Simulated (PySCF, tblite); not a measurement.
# C₉H₁₂Si: geometry, infrared bands and NMR shifts

Aim: predict the infrared bands and NMR shifts of C₉H₁₂Si (`C=C(C)C#CC1=C[SiH2][C@@H]1C`).

The runs use tblite 0.8.0 and PySCF 2.14.0, with density-fitted response routines of our own; the level of theory stands in each step. All values are computed, except where a source is named. Atoms count from 0, in the outputs and in this text.

## Step 1: The molecule as given

22 atoms, charge 0, multiplicity 1; geometry from: force field or distance geometry start.

Bonds of the start (Å): C0–C1 1.34, C1–C2 1.52, C1–C3 1.42, C3–C4 1.20, C4–C5 1.56, C5–C6 1.35, C6–Si7 1.85, Si7–C8 1.89, C8–C9 1.52, C8–C5 1.55, C0–H10 1.09, C0–H11 1.07, C2–H12 1.10, C2–H13 1.09, C2–H14 1.08, C6–H15 1.10, Si7–H16 1.49, Si7–H17 1.50, C8–H18 1.10, C9–H19 1.09, C9–H20 1.10, C9–H21 1.10.

## Step 2: Relaxing the molecule with GFN2-xTB

The job: settings as JSON, then the geometry in Å.

```
{"job": {"kind": "relax", "xc": "GFN2-xTB", "basis": "xTB"}, "charge": 0, "multiplicity": 1}
C      3.572300    -0.408200    -0.613300
C      2.839200    -0.538600     0.501800
C      3.482700    -0.925100     1.824000
C      1.434100    -0.316500     0.455700
C      0.247700    -0.142700     0.438200
C     -1.289000     0.098100     0.379600
C     -2.267500    -0.454800     1.121500
Si    -3.659300     0.461500     0.327700
C     -2.085000     1.064700    -0.529200
C     -1.997800     0.786000    -2.016900
H      3.095300    -0.133500    -1.556800
H      4.633500    -0.566000    -0.619400
H      3.040200    -1.856500     2.204000
H      3.304600    -0.140400     2.565200
H      4.552700    -1.054000     1.733100
H     -2.242800    -1.197300     1.932200
H     -4.325200     1.442000     1.224300
H     -4.549600    -0.417000    -0.497500
H     -1.913900     2.134300    -0.318900
H     -2.158200    -0.266700    -2.257900
H     -2.724600     1.392300    -2.576400
H     -0.999900     1.057700    -2.393800
```

Run with:

```
OMP_NUM_THREADS=1 python probes_run.py task.json out
```

One launch serves the whole session: the jobs run in the order shown.

**Question.** This job is followed by: GFN2-xTB harmonic vibrations, gas phase; GIAO PBE0/pcSseg-1 NMR shielding, non-relativistic, gas phase. What will the session give for the following? strongest single infrared mode (GFN2-xTB); zero-point energy (GFN2-xTB); ¹³C shifts against TMS (PBE0/pcSseg-1); ¹H shifts against TMS (PBE0/pcSseg-1, means over atoms taken as alike); ²⁹Si shifts against TMS (PBE0/pcSseg-1).

As calculated:

| quantity | value |
| --- | --- |
| strongest single infrared mode (GFN2-xTB) | 2252 cm⁻¹, 511 km/mol |
| zero-point energy (GFN2-xTB) | 107.1 kcal/mol |
| ¹³C shifts against TMS (PBE0/pcSseg-1) | 159.5, 146.2, 134.9, 132.0, 105.6, 94.7, 35.9, 26.9, 19.3 ppm |
| ¹H shifts against TMS (PBE0/pcSseg-1, means over atoms taken as alike) | 6.39, 5.78, 5.75, 4.87, 4.54, 2.42, 2.08, 1.40 ppm |
| ²⁹Si shifts against TMS (PBE0/pcSseg-1) | -40.7 ppm |

What this shows: The optimisation took 100 steps and gained 0.639 eV; among the close pairs (by a distance rule), C4–C5 changed most, from 1.557 to 1.395 Å. All 60 modes are real, so the xTB geometry is a minimum. The strongest single mode, at 2252 cm⁻¹, moves mainly H16. Unscaled tight-binding wavenumbers are off by several per cent, some by more. Its intensities can rank the bands wrongly. The most deshielded hydrogen is H15 (hydrogen on an alkene CH), at 6.39 ppm: a vinylic proton, deshielded by the sp2 carbon and the C=C anisotropy.
